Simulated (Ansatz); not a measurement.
# CH₃Cl₃Sn: basis-set convergence

One table from this session's results is given with a row withheld; the runs are named, their logs left out.

Computed with Ansatz 0.2.0, Gaussian basis. Level: one geometry, several basis sets.

Levels to be run: PBE0-D4/def2-SVP; ωB97M-V/def2-SVP; PBE0-D4/def2-QZVPP; ωB97M-V/def2-QZVPP; the functionals' def2-TZVPP values are taken from earlier runs.

### Structure used throughout

An earlier PBE0-D4 in a triple-zeta def2 set relaxation fixed the geometry. Sn takes the def2 core potential; no spin-orbit term is included.

SMILES `[CH3][Sn]([Cl])([Cl])[Cl]`, 8 atoms, charge 0, spin multiplicity 1.

Atoms are counted from 1 here; the program's logs count them from 0.

Bond lengths: C1–Sn2 2.113 Å, C1–H6 1.089 Å, C1–H7 1.089 Å, C1–H8 1.089 Å, Sn2–Cl3 2.309 Å, Sn2–Cl4 2.309 Å, Sn2–Cl5 2.309 Å. Angles: Sn2–C1–H6 108.5°, Sn2–C1–H7 108.5°, Sn2–C1–H8 108.5°, H6–C1–H7 110.4°, H6–C1–H8 110.5°, H7–C1–H8 110.4°, C1–Sn2–Cl3 112.0°, C1–Sn2–Cl4 112.1°, C1–Sn2–Cl5 112.0°, Cl3–Sn2–Cl4 106.8°, Cl3–Sn2–Cl5 106.8°, Cl4–Sn2–Cl5 106.8°.

Coordinates:

```mol
CH3Cl3Sn
  3D, bonds by distance, orders not assigned

  8  7  0  0  0  0  0  0  0  0999 V2000
   -0.8679   -0.2749    0.8433 C   0  0
    0.6161    0.1769   -0.5916 Sn  0  0
    2.4917   -1.1471   -0.3451 Cl  0  0
   -0.1415   -0.1358   -2.7504 Cl  0  0
    1.3241    2.3699   -0.4447 Cl  0  0
   -1.1711   -1.3124    0.7112 H   0  0
   -0.4451   -0.1255    1.8357 H   0  0
   -1.7143    0.3918    0.6860 H   0  0
  1  2  8  0
  2  3  8  0
  2  4  8  0
  2  5  8  0
  1  6  8  0
  1  7  8  0
  1  8  8  0
M  END
```

Set-up of the first run:

Contents of in.yaml:

```yaml
crystal:
  periodic: [false, false, false]
  atoms:
    - {symbol: C, position_ang: [-0.867851, -0.274914, 0.843304]}
    - {symbol: Sn, position_ang: [0.616081, 0.176910, -0.591627]}
    - {symbol: Cl, position_ang: [2.491729, -1.147107, -0.345052]}
    - {symbol: Cl, position_ang: [-0.141471, -0.135826, -2.750355]}
    - {symbol: Cl, position_ang: [1.324089, 2.369859, -0.444740]}
    - {symbol: H, position_ang: [-1.171052, -1.312402, 0.711235]}
    - {symbol: H, position_ang: [-0.445139, -0.125457, 1.835651]}
    - {symbol: H, position_ang: [-1.714285, 0.391839, 0.685985]}
basis:
  gaussian: {orbitals: def2-SVP}
hamiltonian: {xc: pbe0, dispersion: d4}
output: {orbitals: {seedname: orbitals}}
```

Run with:

```
$ ansatz run in.yaml --threads 4 --pin off --events-out ev --progress --plain --max-ram 10444MiB
```

Steps of the session up to this table: PBE0-D4 in def2-SVP; ωB97M-V in def2-SVP; PBE0-D4 in def2-QZVPP; ωB97M-V in def2-QZVPP.

One of the session's tables, all rows but one given; the rest of the session is left out.

It belongs to the step «Density functionals: the series». 

| functional | basis | HOMO (eV) | LUMO (eV) |
| --- | --- | --- | --- |
| PBE0-D4 | def2-SVP | -8.97 | -1.82 |
| PBE0-D4 | def2-TZVPP | -9.08 | -2.00 |
| PBE0-D4 | def2-QZVPP | -9.10 | -2.06 |
| ωB97M-V | def2-SVP | ? | ? |
| ωB97M-V | def2-TZVPP | -11.23 | 0.03 |
| ωB97M-V | def2-QZVPP | -11.26 | -0.11 |

Q: Estimate the row for ωB97M-V, def2-SVP from the others.

As computed: HOMO (eV): -11.08; LUMO (eV): 0.33. In the column «HOMO (eV)» it lies between ωB97M-V, def2-TZVPP (-11.23) and PBE0-D4, def2-QZVPP (-9.10).
